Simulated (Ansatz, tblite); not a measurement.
# The cluster Li₁₈: rung by rung

Aim: run the singlet of the cluster Li₁₈ at one geometry on many levels, and compare frontier levels, spin and run time.

Program: Ansatz 0.2.0, Gaussian basis. Level of theory: as each input shows. These are calculated values, not measurements.

Levels to be run: GFN1-xTB, GFN2-xTB, PBE/def2-TZVP, r2SCAN/def2-TZVP, r2SCAN0/def2-TZVP, BLYP/def2-TZVP, B3LYP/def2-TZVP, LC-ωPBE(0.10)/def2-SVP, LC-ωPBE(0.15)/def2-SVP, LC-ωPBE(0.20)/def2-SVP, LC-ωPBE(0.30)/def2-SVP, PBE/def2-SVP, PBE0/def2-SVP, PBE0/def2-TZVPD, PBE/def2-TZVPD, r2SCAN0/def2-TZVPD, CCSD(T)/def2-SVP, MP2/def2-TZVP, RPA/def2-TZVP.

2 further runs of the same task are left out: 2 set aside as unsound or not needed. Runs told in other sessions of the task aren't counted.

**1. The relaxed structure**

The geometry is that of the singlet, from an earlier relaxation (PBE0/def2-SVP). At that level it is the lowest of the isomers that a small search found.

18 atoms, charge 0, spin multiplicity 1.

Bond lengths: Li1–Li3 2.790 Å, Li1–Li4 2.678 Å, Li1–Li6 3.023 Å, Li1–Li8 2.672 Å, Li1–Li12 2.807 Å, Li1–Li13 2.698 Å, Li1–Li14 2.896 Å, Li1–Li16 2.823 Å, Li1–Li18 2.939 Å, Li2–Li12 2.705 Å, Li3–Li5 2.890 Å, Li3–Li6 3.022 Å, Li3–Li7 2.676 Å, Li3–Li9 2.700 Å, Li3–Li11 2.679 Å, Li3–Li12 2.803 Å, Li3–Li16 2.823 Å, Li3–Li18 2.938 Å and more. Angles: Li3–Li1–Li4 148.8°, Li3–Li1–Li6 62.5°, Li3–Li1–Li8 129.3°, Li3–Li1–Li12 60.1°, Li3–Li1–Li13 97.8°, Li3–Li1–Li14 115.4°, Li3–Li1–Li16 60.4°, Li3–Li1–Li18 61.6°, Li4–Li1–Li6 146.9°, Li4–Li1–Li8 78.2°, Li4–Li1–Li12 119.2°, Li4–Li1–Li13 71.6°, Li4–Li1–Li14 82.0°, Li4–Li1–Li16 88.5°, Li4–Li1–Li18 132.0°, Li6–Li1–Li8 80.4°, Li6–Li1–Li12 57.7°, Li6–Li1–Li13 127.4° and more.

PBE0/def2-TZVP was run before; its log isn't repeated, and its numbers join the tables.

**2. GFN1-xTB**

Tight binding, by tblite at 300 K electronic temperature and without a spin-polarisation term:

```python
tblite.interface.Calculator('GFN1-xTB', numbers, positions, charge=0, uhf=0).singlepoint()
```

Energy -198.7023 eV, HOMO -10.63 eV, LUMO -8.97 eV; 0.015 s.

**3. GFN2-xTB**

Tight binding, by tblite at 300 K electronic temperature and without a spin-polarisation term:

```python
tblite.interface.Calculator('GFN2-xTB', numbers, positions, charge=0, uhf=0).singlepoint()
```

Energy -128.9064 eV, HOMO -5.82 eV, LUMO -4.79 eV; 0.18 s.

**4. PBE/def2-TZVP**

start.molden holds the orbitals of an earlier run on this state, given as this run's starting guess.

Contents of in.yaml:

```yaml
crystal:
  periodic: [false, false, false]
  atoms:
    - {symbol: Li, position_ang: [1.457605, 0.464601, -0.229988]}
    - {symbol: Li, position_ang: [-0.308849, -4.084162, 0.114514]}
    - {symbol: Li, position_ang: [-1.116794, 0.685941, 0.822013]}
    - {symbol: Li, position_ang: [3.219889, 1.130454, -2.133563]}
    - {symbol: Li, position_ang: [-2.601223, -1.783747, 1.038367]}
    - {symbol: Li, position_ang: [0.620159, -1.563279, 1.849448]}
    - {symbol: Li, position_ang: [-1.911920, 0.645728, 3.377179]}
    - {symbol: Li, position_ang: [3.784679, 0.141970, 1.043692]}
    - {symbol: Li, position_ang: [-1.009344, 3.293223, 1.517033]}
    - {symbol: Li, position_ang: [0.514106, -0.367532, -3.040373]}
    - {symbol: Li, position_ang: [-3.586190, 1.709992, 0.651737]}
    - {symbol: Li, position_ang: [-0.446500, -1.528343, -0.760731]}
    - {symbol: Li, position_ang: [2.244649, 3.011167, 0.189149]}
    - {symbol: Li, position_ang: [2.269751, -2.212526, -0.978570]}
    - {symbol: Li, position_ang: [-2.540398, -0.119448, -1.799323]}
    - {symbol: Li, position_ang: [-0.383389, 2.248370, -1.412230]}
    - {symbol: Li, position_ang: [-1.366601, -3.001080, -2.811584]}
    - {symbol: Li, position_ang: [1.160381, 1.328662, 2.563240]}
basis:
  gaussian: {orbitals: def2-TZVP, initial_orbitals: start.molden}
hamiltonian: {xc: pbe}
scf: {omitted_lower_state_checks: [starts]}
output: {orbitals: {seedname: orbitals}}
```

Launch:

```console
> ansatz run in.yaml --threads 4 --pin off --events-out ev --progress --plain --max-ram 8704MiB
```

After this run come: r2SCAN/def2-TZVP; r2SCAN0/def2-TZVP; BLYP/def2-TZVP; B3LYP/def2-TZVP; LC-ωPBE(0.10)/def2-SVP; LC-ωPBE(0.15)/def2-SVP; LC-ωPBE(0.20)/def2-SVP; LC-ωPBE(0.30)/def2-SVP; PBE/def2-SVP; PBE0/def2-SVP; PBE0/def2-TZVPD; PBE/def2-TZVPD; r2SCAN0/def2-TZVPD; CCSD(T)/def2-SVP; MP2/def2-TZVP; RPA/def2-TZVP.

Q: Predict the results of all the runs planned. Wanted: gap in def2-TZVP, named functionals, smallest and largest; gap over the ω; correlation energy, CCSD(T)/def2-SVP; correlation energy, MP2/def2-TZVP; binding an atom, CCSD(T)/def2-SVP; PBE0 total energy, smallest basis above largest.

**Answer**, as computed:

| quantity | value |
| --- | --- |
| gap in def2-TZVP, named functionals, smallest and largest | 0.60 eV (PBE), 1.47 eV (r2SCAN0) |
| gap over the ω (1/bohr) | 2.93 eV at 0.1, 3.94 eV at 0.3 |
| correlation energy, CCSD(T)/def2-SVP | -12.31 eV |
| correlation energy, MP2/def2-TZVP | -23.97 eV |
| binding an atom, CCSD(T)/def2-SVP | 1.036 eV |
| PBE0 total energy, smallest basis above largest | 3.19 eV (def2-SVP, def2-TZVPD) |

What this shows: Orbital gaps of the named functionals in def2-TZVP span 0.60 eV (PBE) to 1.47 eV (r2SCAN0); exact exchange widens it. Raising the ω (1/bohr) from 0.1 to 0.3 moves the HOMO by -0.48 eV and the LUMO by +0.53 eV. The functionals in def2-TZVP miss CCSD(T)/def2-SVP by -0.080 (BLYP) to +0.087 eV (PBE) an atom. The yardstick is in a double-zeta basis, so levels in larger sets aren't compared like for like. The reference is CCSD(T) in one finite basis, so it carries an error of its own, often a tenth of an eV or more, and near misses can't be ranked.
